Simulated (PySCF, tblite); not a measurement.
# C₄H₁₀OSSi: geometry, infrared bands and NMR shifts

What infrared bands and NMR shifts should C₄H₁₀OSSi (`CO[C@@H]1[C@H](C)[Si@@H]1S`) show?

Programs: tblite 0.8.0 and PySCF 2.14.0, with density-fitted response routines of our own. Each step states its level of theory. These are calculated values for one molecule in the gas phase, unless marked as measured. Atoms count from 0, in the outputs and in this text.

## 1. Starting geometry

17 atoms, charge 0, multiplicity 1; geometry from: force field or distance geometry start.

Bonds of the start (Å): C0–O1 1.37, O1–C2 1.34, C2–C3 1.53, C3–C4 1.49, C3–Si5 1.82, Si5–S6 2.11, Si5–C2 1.83, C0–H7 1.11, C0–H8 1.09, C0–H9 1.11, C2–H10 1.11, C3–H11 1.14, C4–H12 1.11, C4–H13 1.12, C4–H14 1.10, Si5–H15 1.49, S6–H16 1.42.

## 2. Relaxing the molecule with GFN2-xTB

What the job is given:

```
{"job": {"kind": "relax", "xc": "GFN2-xTB", "basis": "xTB"}, "charge": 0, "multiplicity": 1}
C      2.028800    -0.559100     1.275900
O      1.134200    -0.141400     0.321100
C     -0.091000     0.262900     0.681200
C     -1.217300    -0.366900    -0.133500
C     -0.821700    -1.285900    -1.243300
Si    -1.148900     1.449800    -0.228400
S     -0.549600     2.512500    -1.948000
H      1.637900    -1.427400     1.855400
H      2.338200     0.184800     2.015400
H      2.961400    -0.844500     0.747700
H     -0.301900     0.229100     1.770300
H     -2.112100    -0.769100     0.442100
H     -1.363600    -1.014300    -2.169200
H     -1.170900    -2.312800    -0.983000
H      0.257000    -1.377200    -1.416600
H     -2.156700     2.161500     0.607200
H      0.569300     3.309800    -1.604100
```

On the command line:

```console
OMP_NUM_THREADS=1 python probes_run.py task.json out
```

This one command runs all jobs of the session in turn.

**Question.** This job is followed by: GFN2-xTB harmonic vibrations, gas phase; GIAO PBE0/pcSseg-1 NMR shielding, non-relativistic, gas phase. What will the session give for the following? strongest single infrared mode (GFN2-xTB); zero-point energy (GFN2-xTB); 13C shifts against TMS (PBE0/pcSseg-1); 1H shifts against TMS (PBE0/pcSseg-1, means over atoms taken as alike); 17O shifts against H2O (PBE0/pcSseg-1); 29Si shifts against TMS (PBE0/pcSseg-1); 33S shifts against CS2 (PBE0/pcSseg-1); surface potential, 1st and 99th percentile.

The runs gave:

```
                                                              quantity                                   value
                             strongest single infrared mode (GFN2-xTB)                   2425 cm⁻¹, 214 km/mol
                                          zero-point energy (GFN2-xTB)                           81.2 kcal/mol
                                13C shifts against TMS (PBE0/pcSseg-1)               63.6, 61.7, 19.4, 8.7 ppm
1H shifts against TMS (PBE0/pcSseg-1, means over atoms taken as alike)  3.96, 3.54, 3.44, 1.41, 0.99, 0.72 ppm
                                17O shifts against H2O (PBE0/pcSseg-1)                                12.2 ppm
                               29Si shifts against TMS (PBE0/pcSseg-1)                               -87.9 ppm
                                33S shifts against CS2 (PBE0/pcSseg-1)                                -335 ppm
                                 surface potential, 1st and 99th percentile                      -1.05 V and 0.98 V
```

In words: Over 120 steps the energy fell by 0.761 eV; of the close pairs, S6–H16 changed most, 1.416 to 1.324 Å. All 45 modes are real, so the xTB geometry is a minimum. The strongest single mode, at 2425 cm⁻¹, moves mainly H15. Unscaled tight-binding wavenumbers are off by several per cent, some by more. Its intensities can rank the bands wrongly. C0 (methyl carbon bonded to O) lies farthest downfield among carbon, at 63.6 ppm; pulled downfield by the heteroatom.
